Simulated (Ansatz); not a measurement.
# Sc2Ta: the cost of one run

Program: Ansatz 0.2.0. Level of theory: DFT PBE, scalar-relativistic, plane waves, PAW. These are calculated values, not measurements.

## Step 1: The starting structure

It takes space group I4/mcm (No. 140, tetragonal). The conventional cell has a = 6.642 Å, b = 6.642 Å, c = 5.188 Å, α = 90.00°, β = 90.00°, γ = 90.00°. Around Sc (site symmetry m2m) lie 4 Ta at 2.82 Å and 3 Sc at 2.99 to 3.11 Å. Ta (site symmetry 422) has 2 Ta at 2.59 Å and 8 Sc at 2.82 Å as nearest neighbours.

As a file:

```
CELL_PARAMETERS angstrom
-3.32110 3.32110 2.59378
3.32110 -3.32110 2.59378
3.32110 3.32110 -2.59378
ATOMIC_POSITIONS crystal
Sc 0.15901 0.65901 0.81802
Sc 0.65901 0.84099 0.50000
Sc 0.34099 0.15901 0.50000
Sc 0.84099 0.34099 0.18198
Ta 0.75000 0.75000 0.00000
Ta 0.25000 0.25000 0.00000
```

The cell is invented: species swapped into a database cell of Ta2Ni (I4/mcm, No. 140), with Sc on the Ta sites and Ta on the Ni sites. Lengths come from tabulated atomic sizes and are only a guess.

## Step 2: A first look at the guess

input.yaml

```yaml
crystal:
  lattice:
    - [-3.32110132, 3.32110132, 2.59377585]
    - [3.32110132, -3.32110132, 2.59377585]
    - [3.32110132, 3.32110132, -2.59377585]
  atoms:
    - { symbol: Sc, position: [0.15900922, 0.65900922, 0.81801844] }
    - { symbol: Sc, position: [0.65900922, 0.84099078, 0.5] }
    - { symbol: Sc, position: [0.34099078, 0.15900922, 0.5] }
    - { symbol: Sc, position: [0.84099078, 0.34099078, 0.18198156] }
    - { symbol: Ta, position: [0.75, 0.75, 0.0] }
    - { symbol: Ta, position: [0.25, 0.25, 0.0] }
basis:
  ecutwfc: 420
kpoints:
  mp_grid: { grid: [4, 4, 4] }
hamiltonian:
  xc: pbe
scf:
  occupations: { method: gaussian, width: 0.1 }
  lower_state_search: "off"
output:
  forces: true
  stress: true
  eigenvalues: true
```

Run with:

```console
$ ansatz run input.yaml --threads 1 --pin off --max-ram 2560MiB --backend cpu --events-out ev --progress --plain --runs-dir out
```

What time and memory should one allow on 1 thread of Intel Xeon at 2.70GHz, shared host?

About 4 s, with a peak of 0.42 GiB.
